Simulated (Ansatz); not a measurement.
# MoSe4: the cost of one run

Program: Ansatz 0.2.0. Level of theory: DFT, r2SCAN, no spin polarisation, plane waves, PAW. These are calculated values, not measurements.

## (1) The structure

The structure is monoclinic, space group C2/c (No. 15). Conventional cell: a = 5.878 Å, b = 12.323 Å, c = 6.438 Å, α = 90.00°, β = 110.64°, γ = 90.00°. Mo (site symmetry 2) has 6 Se at 2.61 to 2.68 Å as nearest neighbours. Se (site symmetry 1) has 2 Se at 2.49 to 2.54 Å and 2 Mo at 2.61 to 2.68 Å as nearest neighbours. Se (site symmetry 1) has 3 Se at 2.47 to 2.54 Å and 1 Mo at 2.65 Å as nearest neighbours.

The coordinates stand in the input below.

The first density is read from a saved solution for the starting cell.

## (2) The relaxation

Input file input.yaml:

```yaml
crystal:
  lattice:
    - [5.877542, 0.0, 0.0]
    - [2.938771, -6.161297, 0.0]
    - [2.269508, 0.0, -6.025161]
  atoms:
    - { symbol: Mo, position: [0.06241, 0.87518, 0.75] }
    - { symbol: Mo, position: [0.93759, 0.12482, 0.25] }
    - { symbol: Se, position: [0.36236, 0.82282, 0.32203] }
    - { symbol: Se, position: [0.81482, 0.82282, 0.17797] }
    - { symbol: Se, position: [0.63764, 0.17718, 0.67797] }
    - { symbol: Se, position: [0.18518, 0.17718, 0.82203] }
    - { symbol: Se, position: [0.49503, 0.5577, 0.81004] }
    - { symbol: Se, position: [0.94727, 0.5577, 0.68996] }
    - { symbol: Se, position: [0.50497, 0.4423, 0.18996] }
    - { symbol: Se, position: [0.05273, 0.4423, 0.31004] }
  symmetry: { tolerance: 0.0003 }
kpoints:
  mp_grid: { grid: [4, 4, 3], shift: [0, 0, 0] }
magnetization:
  spin_polarized: false
scf:
  occupations: { method: fermi_dirac, width: 0.0392 }
  lower_state_search: "off"
hamiltonian:
  pseudopotentials: { kind: paw }
  xc: r2scan
basis:
  ecutwfc: 500
  fft_grid_basis: typed
relax:
  max_steps: 60
  f_tol: 0.03
output:
  forces: true
  stress: true
  eigenvalues: true
  bader: true
  populations: true
  elf: true
  write_potential: true
  volumetric_format: npy
  dos:
    e_range: [-12, 8]
    de: 0.05
    projected: { site_lists: { Mo: [Mo], Se: [Se] } }
  write_density: true
checkpoint:
  read: saved_state
```

The run is started by

```bash
ansatz run input.yaml --threads 2 --pin off --max-ram 3584MiB --backend cpu --events-out ev --progress --plain --runs-dir out
```

Q: Estimate wall time and peak memory on 2 threads of Arm Neoverse V1, shared host.

About 4.9 min, with a peak of 1.3 GiB.
